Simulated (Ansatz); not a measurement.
**HF/3-21G run of CHClGaNO (SMILES O=C=[N][GaH][Cl])**

Aim: the energy change on altering one bond length of CHClGaNO at HF/3-21G, from 2 runs. 

The calculation is run with Ansatz 0.2.0.

153 further runs of the same task are left out: 153 set aside as unsound or not needed. Runs told in other sessions of the task aren't counted.

### 1 Starting point

CHClGaNO has 6 atoms, charge 0, and is taken as a singlet. As SMILES, `O=C=[N][GaH][Cl]`. The coordinates come from a PBE0-D4/def2-TZVP relaxation. This is one conformer, not always the lowest.

Bond lengths: O1–C2 1.163 Å, C2–N3 1.203 Å, N3–Ga4 1.824 Å, Ga4–Cl5 2.132 Å, Ga4–H6 1.540 Å. Angles: O1–C2–N3 176.4°, C2–N3–Ga4 142.4°, N3–Ga4–Cl5 115.2°, N3–Ga4–H6 121.8°, Cl5–Ga4–H6 123.0°.

### 2 A single-point energy at HF/3-21G

Contents of job.yaml:

```yaml
crystal:
  periodic: [false, false, false]
  atoms:
    - {symbol: O, position_ang: [-0.700200, -2.626600, -0.696700]}
    - {symbol: C, position_ang: [-0.691800, -1.486000, -0.467600]}
    - {symbol: N, position_ang: [-0.756800, -0.304700, -0.247900]}
    - {symbol: Ga, position_ang: [0.248500, 1.124400, 0.275700]}
    - {symbol: Cl, position_ang: [2.297400, 0.694600, 0.677800]}
    - {symbol: H, position_ang: [-0.354900, 2.534400, 0.412700]}
basis:
  gaussian:
    orbitals: 3-21G-spherical.json
hamiltonian:
  xc: hf
accuracy: high
output:
  orbitals: {seedname: orbitals}
```

The basis set 3-21G is read from a file made from the Basis Set Exchange's data (not shown).

Run with:

```console
$ ansatz run job.yaml --threads 1 --pin off --max-ram 3480MiB --events-out events.jsonl --progress --plain --runs-dir runs
```

The program printed:

```text
Warning: RAYON_NUM_THREADS=1 ignored (pool sized by the plan → 1); use --threads N
Functional definition: HF
  name "HF"
  exchange = exact_x
  correlation = 0
1281 factors; integrals over basis functions are off by at most 5.9e-9 eV
mean field evaluation 1: about -69061.4164 eV, gradient 3.6e1 eV
mean field evaluation 2: about -69061.6991 eV, gradient 3.6e1 eV
mean field evaluation 4: about -69064.5574 eV, gradient 2.5e0 eV
mean field evaluation 8: about -69064.5950 eV, gradient 3.3e-1 eV
mean field evaluation 16: about -69064.5954 eV, gradient 2.4e-8 eV
mean field -69064.59536546 eV, -2538.0770660164 hartree, gradient 8.3e-8 eV, S^2 0.000000; 0 other end points of the search recorded, 0 dependent functions left out
reference -69064.59536546 eV, -2538.0770660164 hartree; 35, 35 occupied and 29, 29 virtual orbitals, 1281 factors
Total energy: -69064.59536546 eV, -2538.0770660164 hartree
```

Run time: 0.97 s. Hardware: 1 thread of Arm Neoverse V2, shared host; peak memory 0.16 GiB.

### 3 The distorted shape, same level

Contents of run.yaml:

```yaml
crystal:
  periodic: [false, false, false]
  atoms:
    - {symbol: O, position_ang: [-0.706920, -3.539041, -0.879972]}
    - {symbol: C, position_ang: [-0.691800, -1.486000, -0.467600]}
    - {symbol: "N", position_ang: [-0.756800, -0.304700, -0.247900]}
    - {symbol: Ga, position_ang: [0.248500, 1.124400, 0.275700]}
    - {symbol: Cl, position_ang: [2.297400, 0.694600, 0.677800]}
    - {symbol: H, position_ang: [-0.354900, 2.534400, 0.412700]}
basis:
  gaussian:
    orbitals: 3-21G-spherical.json
hamiltonian:
  xc: hf
accuracy: high
magnetization:
  spin_polarized: false
  initial_magnetization: 0
output: {orbitals: {seedname: orbitals}}
total_charge: 0
```

The basis set 3-21G is read from a file made from the Basis Set Exchange's data (not shown).

Run with:

```console
$ ansatz run run.yaml --threads 1 --pin off --max-ram 3480MiB --events-out events.jsonl --progress --plain --runs-dir runs
```

The program printed:

```text
Warning: RAYON_NUM_THREADS=1 ignored (pool sized by the plan → 1); use --threads N
[... 4 set-up lines as earlier in the session ...]
1263 factors; integrals over basis functions are off by at most 2.1e-8 eV
mean field evaluation 1: about -69048.4133 eV, gradient 5.2e1 eV
mean field evaluation 2: about -69048.6207 eV, gradient 5.2e1 eV
mean field evaluation 4: about -69058.2664 eV, gradient 1.3e1 eV
mean field evaluation 8: about -69059.3789 eV, gradient 4.8e-1 eV
mean field evaluation 16: about -69059.3960 eV, gradient 1.8e-5 eV
mean field evaluation 32: about -69056.9350 eV, gradient 1.2e0 eV
mean field -69059.39603449 eV, -2537.8859941276 hartree, gradient 2.7e-8 eV, S^2 0.000000; 0 other end points of the search recorded, 0 dependent functions left out
reference -69059.39603449 eV, -2537.8859941276 hartree; 35, 35 occupied and 29, 29 virtual orbitals, 1263 factors
Total energy: -69059.39603449 eV, -2537.8859941276 hartree
```

It took 1.6 s on 1 thread of Arm Neoverse V2, shared host; peak memory 0.19 GiB.

### 4 What came out

Level: HF/3-21G.

```
                                                         quantity           value
                                        first shape: total energy  -2538.07707 Eh
                                         first shape: HOMO energy       -11.87 eV
                                         first shape: LUMO energy         0.91 eV
                                       first shape: HOMO–LUMO gap        12.79 eV
                                    distorted shape: total energy  -2537.88599 Eh
                                     distorted shape: HOMO energy       -12.84 eV
                                     distorted shape: LUMO energy         0.43 eV
                                   distorted shape: HOMO–LUMO gap        13.26 eV
energy change with the O1–C2 bond stretched from 1.163 to 2.094 Å        5.199 eV
```

In words: With the O1–C2 bond stretched from 1.163 to 2.094 Å the energy rises by 5.20 eV (502 kJ/mol). The first shape isn't relaxed at this level, so the change isn't measured from a minimum. A restricted reference can't describe the breaking bond well at this length.
